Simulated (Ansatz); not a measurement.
# RbW6: the cost of one run

Program: Ansatz 0.2.0. Level of theory: DFT PBE, scalar-relativistic, plane waves, PAW. These are calculated values, not measurements.

### 1 Starting point

Symmetry: I4/mmm, No. 139, tetragonal system. Conventional cell: a = 7.338 Å, b = 7.338 Å, c = 7.267 Å, α = 90.00°, β = 90.00°, γ = 90.00°. Around Rb (site symmetry 4/mmm) lie 6 W at 2.10 to 2.14 Å. Around W (site symmetry m2m) lie 1 Rb at 2.14 Å. W (site symmetry 4mm) is surrounded by 1 Rb at 2.10 Å.

As a file:

```cif
data_structure
_symmetry_space_group_name_H-M 'P 1'
_symmetry_Int_Tables_number 1
_cell_length_a 6.3344
_cell_length_b 6.3344
_cell_length_c 6.3344
_cell_angle_alpha 109.211
_cell_angle_beta 109.211
_cell_angle_gamma 109.993
_cell_volume 195.65
loop_
_atom_site_label
_atom_site_type_symbol
_atom_site_fract_x
_atom_site_fract_y
_atom_site_fract_z
_atom_site_occupancy
Rb1 Rb 0.00000 0.00000 0.00000 1
W1 W 0.00000 0.70852 0.70852 1
W2 W 0.00000 0.29148 0.29148 1
W3 W 0.71165 0.71165 0.00000 1
W4 W 0.28835 0.28835 0.00000 1
W5 W 0.70852 0.00000 0.70852 1
W6 W 0.29148 0.00000 0.29148 1
```

A structure generator made this guess: species swapped into a database cell of TcF6 (I4/mmm, No. 139), with Rb on the Tc sites and W on the F sites. The dimensions are guesses.

### 2 The guess as it stands, on a coarse mesh

input.yaml reads:

```yaml
crystal:
  lattice:
    - [-3.66893323, 3.66893323, 3.63360576]
    - [3.66893323, -3.66893323, 3.63360576]
    - [3.66893323, 3.66893323, -3.63360576]
  atoms:
    - { symbol: Rb, position: [0.0, 0.0, 0.0] }
    - { symbol: W, position: [0.0, 0.70852059, 0.70852059] }
    - { symbol: W, position: [0.0, 0.29147941, 0.29147941] }
    - { symbol: W, position: [0.71164656, 0.71164656, 0.0] }
    - { symbol: W, position: [0.28835344, 0.28835344, 0.0] }
    - { symbol: W, position: [0.70852059, 0.0, 0.70852059] }
    - { symbol: W, position: [0.29147941, 0.0, 0.29147941] }
basis:
  ecutwfc: 420
kpoints:
  mp_grid: { grid: [4, 4, 4] }
hamiltonian:
  xc: pbe
scf:
  occupations: { method: gaussian, width: 0.1 }
  lower_state_search: "off"
output:
  forces: true
  stress: true
  eigenvalues: true
```

Run with:

```
$ ansatz run input.yaml --threads 1 --pin off --max-ram 2560MiB --backend cpu --events-out ev --progress --plain --runs-dir out
```

**Question.** How long does this run take on 1 thread of Intel Xeon at 2.80GHz (Skylake/Cascade Lake), shared host, and how much memory does it need?

About 6.1 s, with a peak of 0.53 GiB.
